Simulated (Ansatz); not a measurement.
**NiO (Fm-3m): the volume at zero pressure**

Where does the pressure of NiO (Fm-3m) vanish?

Method: DFT PBE+U (U_eff = 6.2 eV on Ni 3d), scalar-relativistic, plane waves, PAW, in Ansatz 0.2.0.

### Step 1. The starting structure

Symmetry: Fm-3m, No. 225, cubic system. Conventional cell: a = 4.172 Å, b = 4.172 Å, c = 4.172 Å, α = 90.00°, β = 90.00°, γ = 90.00°. Ni (site symmetry m-3m) has 6 O at 2.09 Å as nearest neighbours. O (site symmetry m-3m) is surrounded by 6 Ni at 2.09 Å.

Structure file:

```
Ni O
1.0
     0.00000    2.08590    2.08590
     2.08590    0.00000    2.08590
     2.08590    2.08590    0.00000
Ni O
1 1
Direct
  0.00000 0.00000 0.00000
  0.50000 0.50000 0.50000
```

The moments start at Ni 2.00 μB.

### Step 2. First run, at the start cell

input.yaml reads:

```yaml
crystal:
  lattice:
    - [0.0, 2.0859016414, 2.0859016414]
    - [2.0859016414, 0.0, 2.0859016414]
    - [2.0859016414, 2.0859016414, 0.0]
  atoms:
    - { symbol: Ni, position: [0.0, 0.0, 0.0], spin: 2.0 }
    - { symbol: O, position: [0.5, 0.5, 0.5] }
basis:
  ecutwfc: 420
  ecutrho_ratio: 4
kpoints:
  mp_grid: { grid: [6, 6, 6] }
hamiltonian:
  xc: pbe
  hubbard: { sites: [{ species: Ni, l: d, u_eff: 6.2 }] }
scf:
  occupations: { method: gaussian, width: 0.05 }
output:
  forces: true
  stress: true
  eigenvalues: true
  populations: true
  hubbard: { sites: [{ species: Ni, l: d }] }
magnetization:
  spin_polarized: true
```

Run with:

```console
> ansatz run input.yaml --threads 2 --pin off --max-ram 5120MiB --backend cpu --events-out ev --progress --plain --runs-dir out
```

After this run come: The same volume, run 2; Next volume, run 3; Volume adjusted, run 4.

**Question.** What will these runs give? Wanted: volume; pressure; conventional cell; gap on the mesh; moments in the spheres.

The runs gave:

| quantity | value |
| --- | --- |
| volume | 9.715 Å³/atom |
| pressure | 0.02 GPa |
| conventional cell | a = 4.268 Å, b = 4.268 Å, c = 4.268 Å, α = 90.00°, β = 90.00°, γ = 90.00° |
| gap on the mesh | 1.94 eV |
| moments in the spheres | Ni 1.74; O 0.19 μB |

**Reading.** The volume went from 9.08 to 9.72 Å³/atom (+7.0 %), where 0.02 GPa is left. Only the order of the starting moments is followed; others weren't tried in this session. With a Hubbard U or exact exchange the result depends on the state in which the open shell ends, and a lower one can't be excluded.
